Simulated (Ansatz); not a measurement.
# doublet [Ge2SiH8]+ at 5 levels

Wanted: a comparison of 5 runs (UHF/cc-pVDZ, UB3LYP/6-31G*, U-revPBE/cc-pVDZ, UMP2/cc-pVDZ) of doublet [Ge2SiH8]+. 

The calculation is run with Ansatz 0.2.0.

39 further runs of the same task are left out: 39 set aside as unsound or not needed. Runs told in other sessions of the task aren't counted.

## (1) The molecule

The species is [Ge2SiH8]+ (11 atoms), meant as a doublet with charge +1. As SMILES of the parent species, `[GeH3][SiH2][GeH3]`. Geometry: relaxed at PBE0-D4/def2-TZVP. That shape belongs to the parent species and isn't relaxed for this state.

Bond lengths: Ge1–Si2 2.379 Å, Si2–Ge3 2.379 Å, Ge1–H4 1.538 Å, Ge1–H5 1.538 Å, Ge1–H6 1.538 Å, Si2–H7 1.489 Å, Si2–H8 1.489 Å, Ge3–H9 1.538 Å, Ge3–H10 1.538 Å, Ge3–H11 1.538 Å. Some angles: Ge1–Si2–Ge3 110.5°, Ge1–Si2–H7 109.5°, Ge1–Si2–H8 109.5°, Ge3–Si2–H7 109.5°, Ge3–Si2–H8 109.5°, Si2–Ge1–H4 111.3°, Si2–Ge1–H5 110.1°, Si2–Ge1–H6 110.1°, Si2–Ge3–H9 110.1°, Si2–Ge3–H10 110.1°.

## (2) The energy at UHF/cc-pVDZ (run 1)

Input file input.yaml:

```yaml
crystal:
  periodic: [false, false, false]
  atoms:
    - {symbol: Ge, position_ang: [-1.314800, 1.329100, -0.648100]}
    - {symbol: Si, position_ang: [-0.420300, -0.850100, -0.318100]}
    - {symbol: Ge, position_ang: [1.631200, -0.735900, 0.880400]}
    - {symbol: H, position_ang: [-2.643400, 1.277800, -1.421300]}
    - {symbol: H, position_ang: [-0.321200, 2.193400, -1.442700]}
    - {symbol: H, position_ang: [-1.566300, 2.008100, 0.708900]}
    - {symbol: H, position_ang: [-0.189900, -1.498600, -1.638400]}
    - {symbol: H, position_ang: [-1.395700, -1.678400, 0.443000]}
    - {symbol: H, position_ang: [1.405900, -0.077200, 2.251900]}
    - {symbol: H, position_ang: [2.652000, 0.110600, 0.101200]}
    - {symbol: H, position_ang: [2.227800, -2.135700, 1.103800]}
basis:
  gaussian: {orbitals: cc-pVDZ}
total_charge: 1
magnetization: {spin_polarized: true, initial_magnetization: 1}
hamiltonian: {xc: hf}
accuracy: high
output: {orbitals: {seedname: orbitals}}
```

Started as:

```
$ ansatz run input.yaml --threads 1 --pin off --max-ram 3480MiB --events-out events.jsonl --progress --plain --runs-dir runs
```

What it wrote:

```text
Warning: RAYON_NUM_THREADS=1 ignored (pool sized by the plan → 1); use --threads N
Functional definition: HF
  name "HF"
  exchange = exact_x
  correlation = 0
2635 factors; integrals over basis functions are off by at most 4.4e-9 eV
mean field evaluation 1: about -120923.3275 eV, gradient 1.1e1 eV
mean field evaluation 2: about -120923.3474 eV, gradient 1.1e1 eV
mean field evaluation 4: about -120924.8204 eV, gradient 9.0e-1 eV
mean field evaluation 8: about -120924.8451 eV, gradient 6.2e-3 eV
mean field evaluation 16: about -120924.5176 eV, gradient 1.7e0 eV
mean field evaluation 32: about -120920.5837 eV, gradient 1.7e1 eV
mean field -120924.84514808 eV, -4443.9060933879 hartree, gradient 5.1e-8 eV, S^2 0.783049; 0 other end points of the search recorded, 0 dependent functions left out
reference -120924.84514808 eV, -4443.9060933879 hartree; 43, 42 occupied and 69, 70 virtual orbitals, 2635 factors
Total energy: -120924.84514808 eV, -4443.9060933879 hartree
```

It took 20 s on 1 thread of Arm Neoverse V1, shared host; peak memory 0.66 GiB.

## (3) A single-point energy at UB3LYP/6-31G(d) (spherical functions) (run 2)

Input file in.yaml:

```yaml
basis:
  gaussian: {orbitals: 6-31G_st_-spherical.json}
crystal:
  periodic: [false, false, false]
  atoms:
    - {symbol: Ge, position_ang: [-1.314800, 1.329100, -0.648100]}
    - {symbol: Si, position_ang: [-0.420300, -0.850100, -0.318100]}
    - {symbol: Ge, position_ang: [1.631200, -0.735900, 0.880400]}
    - {symbol: H, position_ang: [-2.643400, 1.277800, -1.421300]}
    - {symbol: H, position_ang: [-0.321200, 2.193400, -1.442700]}
    - {symbol: H, position_ang: [-1.566300, 2.008100, 0.708900]}
    - {symbol: H, position_ang: [-0.189900, -1.498600, -1.638400]}
    - {symbol: H, position_ang: [-1.395700, -1.678400, 0.443000]}
    - {symbol: H, position_ang: [1.405900, -0.077200, 2.251900]}
    - {symbol: H, position_ang: [2.652000, 0.110600, 0.101200]}
    - {symbol: H, position_ang: [2.227800, -2.135700, 1.103800]}
total_charge: 1
magnetization: {spin_polarized: true, initial_magnetization: 1}
hamiltonian: {xc: {name: B3LYP}}
accuracy: high
output: {orbitals: {seedname: orbitals}}
```

The basis set 6-31G* is read from a file made from the Basis Set Exchange's data (not shown).

Started as:

```
$ ansatz run in.yaml --threads 1 --pin off --max-ram 3480MiB --events-out events.jsonl --progress --plain --runs-dir runs
```

What it wrote:

```text
Warning: RAYON_NUM_THREADS=1 ignored (pool sized by the plan → 1); use --threads N
Functional definition: B3LYP
  name "B3LYP"
  parameter a0 = 0.2
  parameter ax = 0.72
  parameter ac = 0.81
  exchange = (1 - a0 - ax)*slater_x + ax*b88_x + a0*exact_x
  correlation = (1 - ac)*vwn_rpa_c + ac*lyp_c
2149 factors; integrals over basis functions are off by at most 8.2e-9 eV
mean field evaluation 1: about -121020.9630 eV, gradient 1.2e1 eV
mean field evaluation 2: about -121021.4273 eV, gradient 8.4e0 eV
mean field evaluation 4: about -121021.6134 eV, gradient 2.5e-1 eV
mean field evaluation 8: about -121021.7593 eV, gradient 3.3e-2 eV
mean field evaluation 16: about -121021.7593 eV, gradient 2.0e-4 eV
mean field evaluation 32: about -121021.7417 eV, gradient 1.2e0 eV
mean field -121021.75927352 eV, -4447.4676218071 hartree, gradient 8.7e-8 eV, S^2 0.754419; 2 other end points of the search recorded, 0 dependent functions left out
reference -121021.75932541 eV, -4447.4676237141 hartree; 43, 42 occupied and 55, 56 virtual orbitals, 2149 factors
Total energy: -121021.75932541 eV, -4447.4676237141 hartree
```

Run time: 29 s. Hardware: 1 thread of Arm Neoverse V1, shared host; peak memory 0.65 GiB.

Runs 3 to 4 aren't shown in full; the table further down has their settings and results.

## (4) The energy at UMP2/cc-pVDZ (run 5)

Edit in.yaml of step 3 so:

```diff
@@ -1,3 +1,3 @@
 basis:
-  gaussian: {orbitals: 6-31G_st_-spherical.json}
+  gaussian: {orbitals: cc-pVDZ}
 crystal:
@@ -18,4 +18,3 @@
 magnetization: {spin_polarized: true, initial_magnetization: 1}
-hamiltonian: {xc: {name: B3LYP}}
+correlation: {method: mp2, frozen_orbitals: {Ge: 9, H: 0, Si: 5}}
 accuracy: high
-output: {orbitals: {seedname: orbitals}}
```

Started as:

```
$ ansatz run in.yaml --threads 1 --pin off --max-ram 3480MiB --events-out events.jsonl --progress --plain --runs-dir runs
```

What it wrote:

```text
Warning: RAYON_NUM_THREADS=1 ignored (pool sized by the plan → 1); use --threads N
[... 4 set-up lines as earlier in the session ...]
2635 factors; integrals over basis functions are off by at most 4.4e-9 eV
mean field evaluation 1: about -120923.3275 eV, gradient 1.1e1 eV
mean field evaluation 2: about -120923.3474 eV, gradient 1.1e1 eV
mean field evaluation 4: about -120924.8204 eV, gradient 9.0e-1 eV
mean field evaluation 8: about -120924.8451 eV, gradient 6.2e-3 eV
mean field evaluation 16: about -120924.8160 eV, gradient 6.2e-1 eV
mean field -120924.84514808 eV, -4443.9060933879 hartree, gradient 5.1e-8 eV, S^2 0.783049; 2 other end points of the search recorded, 0 dependent functions left out
23 core orbitals not correlated: weight in the atoms' cores, before any rotation towards them, 1.000 or more for the frozen orbitals, at most 0.000 for the correlated occupied ones
reference -120924.84514808 eV, -4443.9060933879 hartree; 20, 19 occupied and 69, 70 virtual orbitals, 2635 factors
second order -8.93263071 eV of doubles, -0.00000000 eV of singles
Total energy: -120933.77777879 eV, -4444.2343615117 hartree
```

Run time: 19 s. Hardware: 1 thread of Arm Neoverse V1, shared host; peak memory 0.67 GiB.

## (5) Overview of the runs

| run | level | Cartesian functions | frozen core orbitals | energy (Eh) | HOMO energy (eV) | LUMO energy (eV) | ⟨S²⟩ | wall time |
| --- | --- | --- | --- | --- | --- | --- | --- | --- |
| 1 | UHF/cc-pVDZ | no | – | -4443.906093 | -16.18 | -8.24 | 0.783 | 20 s |
| 2 | UB3LYP/6-31G* (spherical functions) | no | – | -4447.467624 | -13.57 | -11.70 | 0.754 | 29 s |
| 3 | UB3LYP/6-31G* (Cartesian functions) | yes | – | -4447.479230 | -13.57 | -11.70 | 0.754 | 31 s |
| 4 | U-revPBE/cc-pVDZ | no | – | -4447.497370 | -12.63 | -12.11 | 0.753 | 35 s |
| 5 | UMP2/cc-pVDZ | no | 23 | -4444.234362 | – | – | 0.783 | 19 s |

## (6) Summary of results

| quantity | value |
| --- | --- |
| run 5: total energy | -4444.23436 Eh |
| run 5: correlation energy (23 core orbitals frozen) | -328.3 mEh |
| run 5: ⟨S²⟩ of the reference determinant | 0.783 |

**Reading.** Totals of different functionals can't be ranked against each other. All runs together took 2.2 min, the longest 35 s.
